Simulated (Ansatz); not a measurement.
Predict the output of the script below (the Ansatz DFT code, driven from Python).

`bde.py`
```python
"""X-H bond energies of CH6OSi2 without relaxation."""

import ansatz as az

params = {
    "basis": "def2-SVPD",
    "xc": "r2scan0",
}


def single_point(molecule, charge=0, unpaired=0):
    calc = molecule.calculation().basis(gaussian=params["basis"]).functional(params["xc"])
    if charge:
        calc = calc.charge(charge)
    if unpaired:
        calc = calc.spin("collinear", total=unpaired)
    return calc.run(threads=1).report["free_energy_ev"]

def without(molecule, index):
    rest = az.Crystal.molecule()
    for i, site in enumerate(molecule.cartesian_sites):
        if i != index:
            rest = rest.atom(site.symbol, site.position_ang)
    return rest


def main() -> None:
    geometry_ang = [
        ("O", [1.6256, -0.7757, -1.0904]),
        ("C", [0.6322, -0.3033, -0.4505]),
        ("Si", [-0.0952, 1.3847, -0.7654]),
        ("Si", [-0.0816, -1.2921, 0.8817]),
        ("H", [-1.501, 1.3075, -1.1378]),
        ("H", [0.0177, 2.2465, 0.4682]),
        ("H", [0.6575, 2.1251, -1.837]),
        ("H", [0.5038, -2.6263, 1.057]),
        ("H", [-0.0766, -0.593, 2.2428]),
        ("H", [-1.5993, -1.5246, 0.6345]),
    ]
    ch6osi2 = az.Crystal.molecule()
    for symbol, xyz in geometry_ang:
        ch6osi2 = ch6osi2.atom(symbol, xyz)

    whole = single_point(ch6osi2, 0)
    hydrogen = single_point(az.Crystal.molecule().atom("H", (0, 0, 0)), 0, 1)
    print(f"E(molecule) = {whole:.5f} eV, E(H) = {hydrogen:.5f} eV")
    for index in [9]:
        radical = single_point(without(ch6osi2, index), 0, 1)
        print(f"H{index}: homolysis {(radical + hydrogen - whole):.3f} eV")
        anion = single_point(without(ch6osi2, index), -1)
        print(f"H{index}: loss of a proton {(anion - whole):.3f} eV")


if __name__ == "__main__":
    main()
```

```console
$ python bde.py
E(molecule) = -18924.23241 eV, E(H) = -13.58464 eV
H9: homolysis 3.655 eV
H9: loss of a proton 15.587 eV
```

Notes:
- Total energies depend on the basis set; only differences at equal settings carry meaning.
- The geometry is a force-field or estimated start, not a minimum of this method, and the basis set is short of its limit. All parts are taken at fixed geometry, without zero-point energy.
- The expectation value of S² is noticeably off S(S+1) in at least one run, so that state is spin-contaminated.
- Finished in 40 s on 1 thread of Arm Neoverse V1, with other jobs on the host, peak memory 0.46 GiB.
